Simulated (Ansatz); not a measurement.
# CF4: the cost of one run

Method: DFT r2SCAN+D3(BJ), plane waves, PAW, scalar-relativistic, no spin polarisation, in Ansatz 0.2.0.

1 further run of the same task is left out (it didn't finish).

### 1 The structure to begin with

The cell holds 40 atoms (C8F32): a = 8.351 Å, b = 8.351 Å, c = 8.351 Å, α = 90.00°, β = 90.00°, γ = 90.00°.

Its coordinates follow in the input file.

### 2 Relaxing the start

The input, input.yaml:

```yaml
accuracy: low
crystal:
  lattice:
    - [8.351038, 0.0, 0.0]
    - [0.0, 8.351038, 0.0]
    - [0.0, 0.0, 8.351038]
  atoms:
    - { symbol: C, position: [0.68309, 0.4663271, 0.3058817] }
    - { symbol: F, position: [0.6159253, 0.3944602, 0.1807447] }
    - { symbol: F, position: [0.8409884, 0.4472624, 0.2995687] }
    - { symbol: F, position: [0.6482349, 0.6216057, 0.3028987] }
    - { symbol: F, position: [0.6272114, 0.4019801, 0.4403149] }
    - { symbol: C, position: [0.0664816, 0.0284961, 0.8973917] }
    - { symbol: F, position: [0.1242095, 0.1768062, 0.8947781] }
    - { symbol: F, position: [0.1186395, -0.0509973, 0.7697376] }
    - { symbol: F, position: [0.1156777, -0.0452654, 1.0295817] }
    - { symbol: F, position: [-0.0926004, 0.033441, 0.8954693] }
    - { symbol: C, position: [0.2753338, 0.5932037, 0.6889354] }
    - { symbol: F, position: [0.3656573, 0.6758179, 0.7906791] }
    - { symbol: F, position: [0.1727973, 0.5027432, 0.7704117] }
    - { symbol: F, position: [0.1947407, 0.6939289, 0.5956917] }
    - { symbol: F, position: [0.36814, 0.5003247, 0.5989592] }
    - { symbol: C, position: [0.5350113, 0.9689146, 0.5456706] }
    - { symbol: F, position: [0.6247384, 1.0735325, 0.6252906] }
    - { symbol: F, position: [0.4509114, 0.8817358, 0.648929] }
    - { symbol: F, position: [0.4356556, 1.0470374, 0.4489209] }
    - { symbol: F, position: [0.6287396, 0.8733527, 0.459542] }
    - { symbol: C, position: [0.9738476, 0.9177948, 0.3856996] }
    - { symbol: F, position: [0.8867661, 0.8728208, 0.5111164] }
    - { symbol: F, position: [0.8828717, 1.0010176, 0.285039] }
    - { symbol: F, position: [1.0950342, 1.0084431, 0.435014] }
    - { symbol: F, position: [1.0307185, 0.7888976, 0.311629] }
    - { symbol: C, position: [0.5986267, 0.0048498, 0.0765734] }
    - { symbol: F, position: [0.7045174, -0.1119158, 0.098668] }
    - { symbol: F, position: [0.468425, -0.0244896, 0.1633025] }
    - { symbol: F, position: [0.6623547, 0.1435222, 0.121783] }
    - { symbol: F, position: [0.5592096, 0.0122824, -0.07746] }
    - { symbol: C, position: [0.2162089, 0.4378359, 0.1267825] }
    - { symbol: F, position: [0.3105133, 0.5287343, 0.2172223] }
    - { symbol: F, position: [0.1235954, 0.3481413, 0.2201251] }
    - { symbol: F, position: [0.1250631, 0.5307003, 0.0351098] }
    - { symbol: F, position: [0.3056637, 0.3437676, 0.0346727] }
    - { symbol: C, position: [0.8283676, 0.5938258, 0.8382474] }
    - { symbol: F, position: [0.8640103, 0.5060956, 0.9661858] }
    - { symbol: F, position: [0.6708613, 0.5926621, 0.8153207] }
    - { symbol: F, position: [0.8775457, 0.7434661, 0.8611496] }
    - { symbol: F, position: [0.901053, 0.5330794, 0.7103337] }
basis:
  ecutwfc: 500.0
kpoints:
  mp_grid: { grid: [1, 1, 1] }
hamiltonian:
  xc: r2scan
  dispersion: d3bj
scf:
  occupations: { method: fermi_dirac, width: 0.02 }
  lower_state_search: "off"
relax:
  f_tol: 0.3
  max_steps: 15
  adjacent_minimum: "off"
```

The run is started by

```bash
$ ansatz run input.yaml --threads 4 --pin off --max-ram 10240MiB --backend cpu --events-out ev --progress --plain --runs-dir out
```

Q: Estimate wall time and peak memory on 4 threads of AMD EPYC 9R45 (Zen 5), shared host.

About 13 s, with a peak of 1.1 GiB.
